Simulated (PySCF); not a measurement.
A run of PySCF 2.14.0 is set up as follows.

The input run.py:

```python
import json
import numpy as np
from pyscf.pbc import gto, scf, dft, df
from pyscf.pbc.tools import pyscf_ase
from ase import Atoms

atoms = Atoms(['F', 'Ga', 'Cl', 'H'],
              cell=[[12.0, 0.0, 0.0], [0.0, 13.0, 0.0], [0.0, 0.0, 11.0]],
              scaled_positions=[[0.390071, 0.515484, 0.541353], [0.52596, 0.519654, 0.507885], [0.615974, 0.38625, 0.549406], [0.582783, 0.621123, 0.46075]],
              pbc=True)
cell = pyscf_ase.cell_from_ase(atoms)
cell.basis = '6-31g*'
cell.exp_to_discard = 0
cell.precision = 1e-08
cell.max_memory = 2520  # MB
cell.verbose = 4
cell.build()

res = {}
kpts = cell.make_kpts([1, 1, 1])
mf = scf.KRHF(cell, kpts, exxdiv='ewald')
mf = mf.density_fit()
mf.with_df._cderi = 'cderi.h5'  # three-centre integrals saved by an earlier run on this cell, basis and mesh
mf.conv_tol = 1e-08
mf.max_cycle = 60

mf.kernel()
res.update(converged=bool(mf.converged), e_tot=mf.e_tot, nelec=cell.nelectron, nao=cell.nao, mesh=list(map(int, cell.mesh)), a=cell.lattice_vectors().tolist(), coords=cell.atom_coords().tolist(),
           mo_energy=[np.real(x).tolist() for x in mf.mo_energy], mo_occ=[np.real(x).tolist() for x in mf.mo_occ])
import h5py
print('fit functions by k pair:', sorted({v['0'].shape[0] for v in h5py.File(mf.with_df._cderi)['j3c'].values()}))
res.update(kpts=cell.get_scaled_kpts(kpts).tolist())
res['parts'] = {k: float(np.real(v)) for k, v in mf.scf_summary.items() if np.isscalar(v)}
json.dump(res, open('results.json', 'w'))
if not mf.converged:
    raise SystemExit('SCF not converged')

print('levels (eV)')
for i, kp in enumerate(res['kpts'][:40]):
    print('k %7.4f %7.4f %7.4f  ' % tuple(kp), ' '.join('%.3f' % (x * 27.211386) for x in res['mo_energy'][i][:34]))

# Mulliken populations
dm, s = np.asarray(mf.make_rdm1()), np.asarray(mf.get_ovlp())
sites = cell.aoslice_by_atom()[:, 2:]
tot = np.einsum('kij,kji->i', dm, s).real / len(kpts)
res['mulliken'] = [cell.atom_charge(i) - tot[a0:a1].sum() for i, (a0, a1) in enumerate(sites)]
print('Mulliken charges', np.round(res['mulliken'], 5))

from pyscf.pbc import cc
mycc = cc.KRCCSD(mf, frozen=15)
mycc.max_cycle = 50
mycc.conv_tol = 1e-6
mycc.keep_exxdiv = False
eris = mycc.ao2mo()
mycc.kernel(eris=eris)
res.update(e_corr=mycc.e_corr, e_mp2=float(np.real(mycc.emp2)), post_converged=bool(mycc.converged))
json.dump(res, open('results.json', 'w'))
res['e_t'] = float(np.real(mycc.ccsd_t(eris=eris)))
res['done'] = True
json.dump(res, open('results.json', 'w'))
```

Potentials or basis: 6-31g* (all-electron).

Launch:

```sh
$ OMP_NUM_THREADS=2 python -u run.py > log
```

Task: Predict the Mulliken charges.

Result: F -0.61; Ga +0.77; Cl -0.20; H +0.03 e.

Task: Estimate the triples correction.

Result: -0.316 eV.

Task: Estimate the CCSD correlation energy per cell.

Result: -14.943 eV.

Task: Estimate the MP2 correlation energy per cell.

Result: -15.035 eV.

Task: What does it give for the gap between the frontier levels?

Result: 13.95 eV.

Caveat: the basis is small and the box finite, so much correlation energy is missing and levels can be off by tenths of an eV; this is a molecule in a periodic box at the Γ point, so its band gap is the HOMO-LUMO gap; total energy, band gap and charges are those of the mean-field reference; relativity is left out, which matters for the heavier elements; the basis of atomic orbitals isn't converged, which shifts pressures, moduli and gaps.
